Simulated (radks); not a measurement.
# Zn²⁺ in [Ar] 3d9.5 4d0.5: an all-electron calculation

The task here is to estimate one member of a computed series from the others.

Program: radks (a radial shooting solver on a logarithmic mesh, Libxc functionals) version 1. Level of theory: scalar-relativistic Kohn-Sham, exchange-only r2SCAN, spin-polarised, spherical densities, finite nucleus; open shells are filled with parallel spins first. These are calculated values, not measurements, unless marked.

### What is computed

- element: zinc (Z = 30)
- charge: +2
- electrons: 28
- configuration: [Ar] 3d9.5 4d0.5
- nuclear rms radius: 3.9283 fm

The first run:

The run's settings:

```text
Z 30
configuration [Ar] 3d9.5 4d0.5
relativity scalar-relativistic
functional r2scan,
spin polarised
nucleus finite rms 3.9283 fm
c 137.035999084
```

Run with:

```sh
> python run_ks.py task.json out
```

The same process makes all the runs of this session.

Among the steps run: Self-consistent calculation.

One of the session's tables, all rows but one given; the rest of the session is left out.

It belongs to the step «Orbitals and density». Sizes of the orbitals, from the radial functions (bohr):

| level | <r> | outermost maximum (interpolated) | 90 % within | nodes |
| --- | --- | --- | --- | --- |
| 1s down | 0.05031 | 0.0329 | 0.0899 | 0 |
| 1s up | 0.05031 | 0.0329 | 0.0899 | 0 |
| 2s up | 0.2258 | 0.189 | 0.349 | 1 |
| 2s down | 0.2258 | 0.189 | 0.349 | 1 |
| 2p up | 0.1982 | 0.152 | 0.324 | 0 |
| 2p down | 0.1982 | 0.152 | 0.324 | 0 |
| 3s up | 0.6789 | 0.587 | 1.02 | 2 |
| 3s down | 0.6795 | 0.588 | 1.02 | 2 |
| 3p up | 0.7099 | 0.592 | 1.09 | 1 |
| 3p down | 0.7108 | 0.593 | 1.10 | 1 |
| 3d up | 0.8467 | 0.567 | 1.45 | 0 |
| 3d down | ? | ? | ? | ? |
| 4d up | 4.313 | 3.75 | 6.41 | 1 |

**Question.** Estimate the row for 3d down.

**Answer.** <r>: 0.8497; outermost maximum (interpolated): 0.568; 90 % within: 1.46; nodes: 0. In the column «<r>» it lies between 3d up (0.8467) and 4d up (4.313).
